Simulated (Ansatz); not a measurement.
# GeH6Si, SMILES [SiH3][GeH3]: a single point in a Gaussian basis

Program: Ansatz's Python interface.

Notebook, run cell by cell (the value of a cell's last expression is shown):

In [1]:
```python
from pathlib import Path

import ansatz as az
from ase import Atoms
```

In [2]:
```python
params = {
    'basis_set': 'cc-pVDZ',
    'functional': 'B3LYP',
    'vdw': 'd4',
}
```

In [3]:
```python
atoms = Atoms(['Si', 'Ge', 'H', 'H', 'H', 'H', 'H', 'H'], positions=[
    (-0.475, 0.3392, -0.9624),
    (0.4958, -0.3928, 0.9501),
    (-1.9084, 0.8644, -0.6646),
    (-0.5362, -0.6974, -1.9584),
    (0.2691, 1.4814, -1.5553),
    (0.5908, 0.7774, 1.9831),
    (1.9516, -0.8923, 0.6137),
    (-0.2955, -1.537, 1.538),
])
geh6si = az.Crystal.molecule_from_ase(atoms)

calculation = geh6si.calculation()
calculation = calculation.basis(gaussian=params['basis_set'])
calculation = calculation.functional(params['functional'], dispersion=params['vdw'])
calculation = calculation.orbitals()
outcome = calculation.run(threads=1, backend='cpu', runs_dir='runs')
report = outcome.report
```

In [4]:
```python
report['reference_energy_ev']
```
Out [4]:
```text
-64494.13250438757
```

In [5]:
```python
print('reference energy %16.6f eV' % report['reference_energy_ev'])
print('total energy     %16.6f eV' % report['free_energy_ev'])
print('occupied orbitals outside the frozen core (up, down):', report['n_occupied'], ' frozen:', report['n_frozen'], ' virtual:', report['n_virtual'])

state = report['mean_field']['state']
print(f'mean field: {state["energy"]["hartree"]:.7f} Ha, <S^2> = {abs(state["spin_squared"]):.4f}, stability: {state.get("stability", {}).get("kind")}')
```
```text
reference energy    -64494.132504 eV
total energy        -64494.347345 eV
occupied orbitals outside the frozen core (up, down): [26, 26]  frozen: 0  virtual: [49, 49]
mean field: -2370.1156538 Ha, <S^2> = 0.0000, stability: minimum
```

In [6]:
```python
lines = Path(report['orbitals_path']).read_text().splitlines()
field_of = lambda key: [line.split('=')[1].strip() for line in lines if line.startswith(key)]
orbitals = [(27.211386 * float(e), s, float(n)) for e, s, n in zip(field_of('Ene='), field_of('Spin='), field_of('Occup='))]
homo = max(e for e, _, n in orbitals if n > 0.5)
lumo = min(e for e, _, n in orbitals if n < 0.5)
for e, spin, n in sorted(orbitals):
    if homo - 10 < e < lumo + 5:
        print(f'{spin:6s} {e:10.3f} eV  occupation {n:.0f}')
```
```text
Alpha     -16.033 eV  occupation 2
Alpha     -13.901 eV  occupation 2
Alpha     -10.028 eV  occupation 2
Alpha      -9.831 eV  occupation 2
Alpha      -9.173 eV  occupation 2
Alpha      -9.003 eV  occupation 2
Alpha      -8.197 eV  occupation 2
Alpha       0.431 eV  occupation 0
Alpha       0.522 eV  occupation 0
Alpha       0.739 eV  occupation 0
Alpha       1.162 eV  occupation 0
Alpha       1.787 eV  occupation 0
Alpha       1.996 eV  occupation 0
Alpha       2.149 eV  occupation 0
```

Caveats:
- Total energies depend on the basis set; only differences at equal settings carry meaning.
- The geometry is a force-field or estimated start, not a minimum of this method, and the basis set is short of its limit.
- Alpha marks a spatial orbital of a restricted run, filled by both spins.
- Total less reference energy is the dispersion correction.
- b3lyp holds the VWN-RPA fit, as in Gaussian; the form of ORCA and Turbomole is b3lyp5.
- Levels such as HOMO and LUMO are orbital energies: with these approximate functionals they aren't the ionisation energy and electron affinity, and their gap isn't the fundamental gap.
- Hardware and time: 2.8 s on 1 thread of Intel(R) Xeon(R) 6975P-C (Granite Rapids), on a shared host, peak memory 0.22 GiB.

(Lines on the test bed's own set-up are left out of the output.)
